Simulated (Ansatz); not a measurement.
# Ta4C3: the cost of one run

Program: Ansatz 0.2.0. Level of theory: DFT PBEsol, scalar-relativistic, plane waves, PAW. These are calculated values, not measurements.

1 further run of the same task is left out (set aside as unsound or not needed). Runs told in other sessions of the task aren't counted.

## Step 1: The system as given

Symmetry: R3m, No. 160, trigonal system. The conventional cell has a = 3.103 Å, b = 3.103 Å, c = 30.494 Å, α = 90.00°, β = 90.00°, γ = 120.00°. Ta (site symmetry 3m) has 6 C at 2.24 to 2.25 Å in its first shell of neighbours. Around Ta (site symmetry 3m) lie 3 C at 2.14 Å. Ta (site symmetry 3m) has 3 C at 2.17 Å in its first shell of neighbours. Ta (site symmetry 3m) is surrounded by 6 C at 2.19 to 2.22 Å. C (site symmetry 3m) has 6 Ta at 2.17 to 2.19 Å in its first shell of neighbours. C (site symmetry 3m) has 6 Ta at 2.14 to 2.24 Å in its first shell of neighbours. Around C (site symmetry 3m) lie 6 Ta at 2.22 to 2.25 Å.

As a file:

```
CELL_PARAMETERS angstrom
1.55164 0.89584 10.16451
-1.55164 0.89584 10.16451
0.00000 -1.79168 10.16451
ATOMIC_POSITIONS crystal
Ta 0.37337 0.37337 0.37337
Ta 0.62446 0.62446 0.62446
Ta 0.20962 0.20962 0.20962
Ta 0.79440 0.79440 0.79440
C 0.50259 0.50259 0.50259
C 0.99602 0.99602 0.99602
C 0.08454 0.08454 0.08454
```

It goes back to an entry of the Materials Project, which need not be the stable form.

It is the result of an earlier relaxation at this level (volume 12.11 Å³/atom; gap on the mesh: none (metal)).

## Step 2: Electronic structure at the relaxed geometry

input.yaml

```yaml
crystal:
  lattice:
    - [1.5516367262, 0.8958378816, 10.1645110074]
    - [-1.5516367262, 0.8958378816, 10.1645110074]
    - [0.0, -1.7916757631, 10.1645110074]
  atoms:
    - { symbol: Ta, position: [0.3733722056, 0.3733722056, 0.3733722056] }
    - { symbol: Ta, position: [0.6244616006, 0.6244616006, 0.6244616006] }
    - { symbol: Ta, position: [0.2096180976, 0.2096180976, 0.2096180976] }
    - { symbol: Ta, position: [0.794397437, 0.794397437, 0.794397437] }
    - { symbol: C, position: [0.5025935052, 0.5025935052, 0.5025935052] }
    - { symbol: C, position: [0.9960170751, 0.9960170751, 0.9960170751] }
    - { symbol: C, position: [0.0845400888, 0.0845400888, 0.0845400888] }
basis:
  ecutwfc: 420
kpoints:
  mp_grid: { grid: [12, 12, 12] }
  band_path:
    path:
      - [[0.0, 0.0, 0.0], [-0.5, -0.5, -0.5], [-0.5, -0.17184505, -0.82815495]]
      - [[-0.17184505, 0.17184505, -0.5], [0.0, 0.0, -0.5], [0.0, 0.0, 0.0], [0.0, 0.33592253, -0.33592253]]
      - [[-0.33592253, 0.0, -0.66407747], [-0.5, 0.0, -0.5], [0.0, 0.0, 0.0]]
    npoints: 14
hamiltonian:
  xc: pbesol
scf:
  occupations: { method: gaussian, width: 0.1 }
  n_extra_bands: 17
output:
  forces: true
  stress: true
  eigenvalues: true
  populations: true
  dos: { projected: true, de: 0.02, nscf_kmesh: { grid: [18, 18, 18] } }
  bader: true
  write_density: true
  write_potential: true
  elf: true
  volumetric_format: npy
```

On the command line:

```bash
$ ansatz run input.yaml --threads 2 --pin off --max-ram 5120MiB --backend cpu --events-out ev --progress --plain --runs-dir out
```

What time and memory should one allow on 2 threads of Arm Neoverse V2, shared host?

About 3.2 min, with a peak of 1.4 GiB.
